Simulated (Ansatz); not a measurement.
Sn3Te:

```xyz
4
Lattice="-2.3009 2.3009 5.5165 2.3009 -2.3009 5.5165 2.3009 2.3009 -5.5165" Properties=species:S:1:pos:R:3 pbc="T T T"
Te    0.0000    0.0000    0.0000
Sn    0.0000    0.0000    5.5165
Sn    2.3009    0.0000    2.7582
Sn    0.0000    2.3009    2.7582
```

The cell comes from a database or a generator and needn't be the stable form of this composition.

Base run:

| Item | Value |
| --- | --- |
| Program | Ansatz 0.2.0 |
| Functional | PBE |
| Potentials or basis | all-electron LAPW, scalar-relativistic |
| Cutoff | 161 eV (chosen from the basis error) |
| Basis error allowed | 0.002 eV/atom |
| k mesh | 8 × 8 × 8 |
| Occupations | fermi-dirac, width 0.05 eV |
| Spin | no spin polarisation |

Its results: pressure -0.4 GPa.

Q: The run is repeated on the same cell with these changes: functional from PBE to LDA. What comes out?

A: Pressure -4.1 GPa.

LDA binds more tightly than PBE, so the same cell stands under less pressure.
